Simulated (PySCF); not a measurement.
# B³⁺: dipole response in aug-cc-pCVTZ-DK plus 1 even-tempered diffuse shell per l

Aim: the static polarisability and the C₆ coefficient of B³⁺, method by method.

Program: PySCF 2.14.0. Level of theory: unrestricted determinants in a Gaussian basis, no spin-orbit coupling in the energies. These are calculated values, not measurements, unless marked.

## 1. The system

| Item | Value |
| --- | --- |
| Element | boron (Z = 5) |
| Basis | aug-cc-pCVTZ-DK with one added diffuse shell each of s, p, d, f type (8s7p5d3f, 75 functions) |
| Hamiltonian | scalar relativity by spin-free X2C-1e |
| State 1 | B³⁺: 1s2, closed-shell 1S |
| Methods | UHF, PBE, PBE0, BP86, M06-2X |

The outer shells:

B3+ 1s2
```
1s [↑↓]
```

The runs were made by one driver on top of PySCF. The scripts below sum up each run's settings (the driver also hands on starting orbitals that pick excited configurations, and frozen orbitals as a list rather than a count), and the logs come from the driver's own runs. The driver starts from symmetry-adapted Hartree-Fock orbitals, holds the occupation by maximum overlap and uses a logarithmic radial grid for functionals, so a plain start would take other cycles.

The integrals over 75 functions and the set-up took 0.11 s of CPU time.

## 2. B³⁺, method by method

**UHF**

Input file input.py:

```python
from pyscf import gto, scf, dft, mp, cc
import basis_set_exchange as bse
mol = gto.M(atom="B 0 0 0", charge=3, spin=0, symmetry="D2h",
            basis=gto.basis.parse(bse.get_basis("aug-cc-pCVTZ-DK", elements=["B"], fmt="nwchem", augment_diffuse=1)),
            nucmod="G")
mf = scf.UHF(mol).sfx2c1e()
mf.irrep_nelec = {'Ag': (1, 1)}
mf.kernel()
```

The program printed:

```text
damping factor = 0
level_shift factor = 0
DIIS = <class 'pyscf.scf.diis.CDIIS'>
diis_start_cycle = 1
diis_space = 10
diis_damp = 0
SCF conv_tol = 1e-09
SCF conv_tol_grad = None
number electrons alpha = 1  beta = 1
cycle= 1 E= -21.9918653899335  delta_E= 5.33e-14  |g|= 7.99e-09  |ddm|= 1.56e-07
converged SCF energy = -21.9918653899335  <S^2> = -1.3322676e-15  2S+1 = 1
```

CPU time 0.66 s on a shared host, the integrals not counted.

The occupied shells:

```tsv
shell	electrons	mean orbital energy (eV)	spread (eV)	rms radius (bohr)
1s	2	-259.70	0	0.377
```

⟨S²⟩ = 0.000, ⟨L²⟩ = 0.00.

The driver then solved the coupled dipole response at imaginary frequencies: mean α = 0.01840 bohr³, C₆ = 0.002350 au for a like pair.

**PBE**

input.py, as changed from the run before:

```diff
@@ -5,3 +5,3 @@
             nucmod="G")
-mf = scf.UHF(mol).sfx2c1e()
+mf = dft.UKS(mol, xc="PBE").sfx2c1e()
 mf.irrep_nelec = {'Ag': (1, 1)}
```

The program printed:

```text
damping factor = 0
level_shift factor = 0
DIIS = <class 'pyscf.scf.diis.CDIIS'>
diis_start_cycle = 1
diis_space = 10
diis_damp = 0
SCF conv_tol = 1e-09
SCF conv_tol_grad = None
number electrons alpha = 1  beta = 1
XC functionals = PBE
    J. P. Perdew, K. Burke, and M. Ernzerhof.,  Phys. Rev. Lett. 77, 3865 (1996)
    J. P. Perdew, K. Burke, and M. Ernzerhof.,  Phys. Rev. Lett. 78, 1396 (1997)
    J. P. Perdew, K. Burke, and M. Ernzerhof.,  Phys. Rev. Lett. 77, 3865 (1996)
    J. P. Perdew, K. Burke, and M. Ernzerhof.,  Phys. Rev. Lett. 78, 1396 (1997)
cycle= 1 E= -21.987834109379  delta_E= -0.00138  |g|= 0.00752  |ddm|= 0.0545
cycle= 2 E= -21.9878371926821  delta_E= -3.08e-06  |g|= 0.000928  |ddm|= 0.00269
cycle= 3 E= -21.9878372430699  delta_E= -5.04e-08  |g|= 3.05e-06  |ddm|= 0.000291
cycle= 4 E= -21.9878372430704  delta_E= -5.44e-13  |g|= 6.26e-10  |ddm|= 9.69e-07
converged SCF energy = -21.9878372430704  <S^2> = -2.220446e-15  2S+1 = 1
```

It used 0.26 s of CPU time after the integrals (shared host).

The driver then solved the coupled dipole response at imaginary frequencies: mean α = 0.01943 bohr³, C₆ = 0.002520 au for a like pair.

**PBE0**

input.py, as changed from the run before:

```diff
@@ -5,3 +5,3 @@
             nucmod="G")
-mf = dft.UKS(mol, xc="PBE").sfx2c1e()
+mf = dft.UKS(mol, xc="PBE0").sfx2c1e()
 mf.irrep_nelec = {'Ag': (1, 1)}
```

The program printed:

```text
damping factor = 0
level_shift factor = 0
DIIS = <class 'pyscf.scf.diis.CDIIS'>
diis_start_cycle = 1
diis_space = 10
diis_damp = 0
SCF conv_tol = 1e-09
SCF conv_tol_grad = None
number electrons alpha = 1  beta = 1
XC functionals = PBE0
    C. Adamo and V. Barone.,  J. Chem. Phys. 110, 6158 (1999)
    M. Ernzerhof and G. E. Scuseria.,  J. Chem. Phys. 110, 5029 (1999)
cycle= 1 E= -22.0001863209784  delta_E= -0.000702  |g|= 0.00457  |ddm|= 0.0379
cycle= 2 E= -22.000186961281  delta_E= -6.4e-07  |g|= 0.000204  |ddm|= 0.00132
cycle= 3 E= -22.0001869639935  delta_E= -2.71e-09  |g|= 1.02e-05  |ddm|= 7e-05
cycle= 4 E= -22.000186963998  delta_E= -4.47e-12  |g|= 2.58e-08  |ddm|= 2.94e-06
converged SCF energy = -22.000186963998  <S^2> = -2.6645353e-15  2S+1 = 1
```

It used 0.61 s of CPU time after the integrals (shared host).

The driver then solved the coupled dipole response at imaginary frequencies: mean α = 0.01914 bohr³, C₆ = 0.002473 au for a like pair.

**BP86**

input.py, as changed from the run before:

```diff
@@ -5,3 +5,3 @@
             nucmod="G")
-mf = dft.UKS(mol, xc="PBE0").sfx2c1e()
+mf = dft.UKS(mol, xc="B88,P86").sfx2c1e()
 mf.irrep_nelec = {'Ag': (1, 1)}
```

The program printed:

```text
damping factor = 0
level_shift factor = 0
DIIS = <class 'pyscf.scf.diis.CDIIS'>
diis_start_cycle = 1
diis_space = 10
diis_damp = 0
SCF conv_tol = 1e-09
SCF conv_tol_grad = None
number electrons alpha = 1  beta = 1
XC functionals = B88,P86
    A. D. Becke.,  Phys. Rev. A 38, 3098 (1988)
    J. P. Perdew.,  Phys. Rev. B 33, 8822 (1986)
cycle= 1 E= -22.0286793272274  delta_E= -0.000924  |g|= 0.00384  |ddm|= 0.0448
cycle= 2 E= -22.0286799291096  delta_E= -6.02e-07  |g|= 0.000381  |ddm|= 0.00137
cycle= 3 E= -22.0286799373028  delta_E= -8.19e-09  |g|= 8.14e-06  |ddm|= 0.000123
cycle= 4 E= -22.0286799373062  delta_E= -3.35e-12  |g|= 5.68e-10  |ddm|= 2.66e-06
converged SCF energy = -22.0286799373062  <S^2> = -2.6645353e-15  2S+1 = 1
```

CPU time 0.25 s on a shared host, the integrals not counted.

The driver then solved the coupled dipole response at imaginary frequencies: mean α = 0.01926 bohr³, C₆ = 0.002489 au for a like pair.

**M06-2X**

input.py, as changed from the run before:

```diff
@@ -5,3 +5,3 @@
             nucmod="G")
-mf = dft.UKS(mol, xc="B88,P86").sfx2c1e()
+mf = dft.UKS(mol, xc="M062X").sfx2c1e()
 mf.irrep_nelec = {'Ag': (1, 1)}
```

The program printed:

```text
damping factor = 0
level_shift factor = 0
DIIS = <class 'pyscf.scf.diis.CDIIS'>
diis_start_cycle = 1
diis_space = 10
diis_damp = 0
SCF conv_tol = 1e-09
SCF conv_tol_grad = None
number electrons alpha = 1  beta = 1
XC functionals = M062X
    Y. Zhao and D. G. Truhlar.,  Theor. Chem. Acc. 120, 215 (2008)
    Y. Zhao and D. G. Truhlar.,  Theor. Chem. Acc. 120, 215 (2008)
cycle= 1 E= -22.0401954223004  delta_E= -0.00107  |g|= 0.00209  |ddm|= 0.052
cycle= 2 E= -22.0401956729189  delta_E= -2.51e-07  |g|= 0.000109  |ddm|= 0.000964
cycle= 3 E= -22.0401956733363  delta_E= -4.17e-10  |g|= 3.14e-06  |ddm|= 3.14e-05
converged SCF energy = -22.0401956733363  <S^2> = -3.5527137e-15  2S+1 = 1
```

It used 0.97 s of CPU time after the integrals (shared host).

The driver then solved the coupled dipole response at imaginary frequencies: mean α = 0.01891 bohr³, C₆ = 0.002419 au for a like pair.

Radial density 4πr²ρ of B³⁺ at UHF:

```tsv
r (bohr)	density
0.00612	0.0314
0.0103	0.0852
0.0173	0.222
0.0291	0.558
0.0490	1.29
0.0824	2.63
0.139	4.30
0.233	4.93
0.392	3.16
0.660	0.781
1.11	0.0397
1.87	0.000173
```

## 3. Polarisabilities and C₆

B³⁺, in atomic units:

```tsv
method	mean α	C₆ (like pair)	S(−4)
UHF	0.01840	0.002350	0.0002472
PBE	0.01943	0.002520	0.0002845
PBE0	0.01914	0.002473	0.0002737
BP86	0.01926	0.002489	0.0002791
M06-2X	0.01891	0.002419	0.0002692
```

α(iu) at M06-2X:

```tsv
u (hartree)	α(iu) (bohr³)
0	0.01891
0.0500	0.01891
0.100	0.01891
0.200	0.01890
0.300	0.01889
0.500	0.01885
0.750	0.01876
1.00	0.01865
1.50	0.01833
2.00	0.01790
3.00	0.01680
5.00	0.01413
```

## 4. What came out

```
quantity                                 value
α of B³⁺  0.01840 (UHF) to 0.01943 (PBE) bohr³
```

What this shows: A single London oscillator with the computed α and C₆ of B³⁺ at UHF would have ω = 4 C₆ / (3 α²) = 9.26 hartree. The basis is finite, and no extrapolation was made.
